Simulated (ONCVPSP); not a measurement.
**Germanium: generating and testing an ONCV potential**

Do these settings give a usable potential? It is generated, then checked for transferability, scattering, ghosts and hardness.

The numbers are computed with ONCVPSP 4.0.1.1 (patched build) (PBE, scalar-relativistic, spin-unpolarised reference atom).

### Step 1. Settings

Typed settings, in words:

```json
{
 "element": "germanium (Ge, Z = 32)",
 "type": "optimised norm-conserving Vanderbilt (ONCV)",
 "frozen core": "[Ne] 3s2",
 "valence charge": "20",
 "reference configuration": "3p6 3d10 4s2 4p2",
 "partial waves": "4s: rc 1.45 bohr, ncon 5, nbas 10, qcut 5.6 1/bohr, 3 projectors, debl 2.8 Ha; 3p+4p: rc 1.30 bohr, ncon 4, nbas 7, qcut 11.5 1/bohr, 2 projectors; 3d: rc 1.05 bohr, ncon 5, nbas 10, qcut 12.4 1/bohr, 2 projectors, debl 3.2 Ha",
 "local potential": "polynomial inside 0.65 bohr (lpopt 5, dvloc0 -1 Ha)",
 "core correction": "not asked for"
}
```

### Step 2. Generating the potential

Ge.dat reads:

```
# ATOM AND REFERENCE CONFIGURATION
# atsym  z   nc   nv     iexc    psfile
  Ge 32.00    4    4        4      upf
#
#   n    l    f
    1    0    2.00
    2    0    2.00
    2    1    6.00
    3    0    2.00
    3    1    6.00
    3    2   10.00
    4    0    2.00
    4    1    2.00
#
# PSEUDOPOTENTIAL AND OPTIMIZATION
# lmax
    2
#
#   l,   rc,      ep,       ncon, nbas, qcut
    0    1.45    0.00    5   10    5.60
    1    1.30    0.00    4    7   11.50
    2    1.05    0.00    5   10   12.40
#
# LOCAL POTENTIAL
# lloc, lpopt,  rc(5),   dvloc0
    4    5    0.65   -1.00
#
# VANDERBILT-KLEINMAN-BYLANDER PROJECTORs
# l, nproj, debl
    0    3    2.80
    1    2    3.90
    2    2    3.20
#
# MODEL CORE CHARGE
# icmod, fcfact, rcfact
    0    0.00    0.00
#
# LOG DERIVATIVE ANALYSIS
# epsh1, epsh2, depsh
   -6.00    5.00    0.04
#
# OUTPUT GRID
# rlmax, drl
    6.00    0.01
#
# TEST CONFIGURATIONS
# ncnf
    4
# nvcnf
#   n    l    f
    4
    3    1    6.00
    3    2   10.00
    4    0    2.00
    4    1    1.00
#
    4
    3    1    6.00
    3    2   10.00
    4    0    2.00
    4    1    0.00
#
    4
    3    1    6.00
    3    2   10.00
    4    0    1.00
    4    1    0.00
#
    4
    3    1    6.00
    3    2   10.00
    4    0    0.00
    4    1    0.00
#
```

Launch:

```bash
$ oncvpsp.x < Ge.dat > Ge.out
```

What does the calculation give? Wanted: cutoffs for 1 and 0.1 mHa per electron, occupied waves; bound ghosts; GHOST(+) flags; largest test error; largest phase difference near zero energy, channels read.

**Answer**, as computed:

| quantity | value |
| --- | --- |
| cutoffs for 1 and 0.1 mHa per electron, occupied waves | 145 Ha and 329 Ha |
| bound ghosts | s at -171.79 eV |
| GHOST(+) flags | s at 493 eV |
| largest test error (AE − PS) | -1.8 meV, for 3p6 3d10 4s2 4p0 (1 test unsolved) |
| largest phase difference near zero energy, channels read | 0.000 rad |

It has a bound ghost (s), a state that the atom doesn't have, and that rules the file out. Close by lies the frozen 3s level (-168.5 eV). The worst unpolarised test, 3p6 3d10 4s2 4p0, is off by 1.8 meV on 22.9 eV; by total energies transferability rates as very good where solved. Atomic tests can pass in spite of a ghost, since they solve only for the levels asked. Of the tests 1 gave no usable energy difference, which is a warning in itself. It counts as very hard, with 145 Ha needed at the looser tolerance. At the looser tolerance the 3d wave is the slowest; 3p needs 48 Ha. Near zero energy the phases of the channels with partial waves agree within 0.001 rad. The program also flags highly localised states, GHOST(+) (s). All of this concerns the isolated atom, not yet a solid.
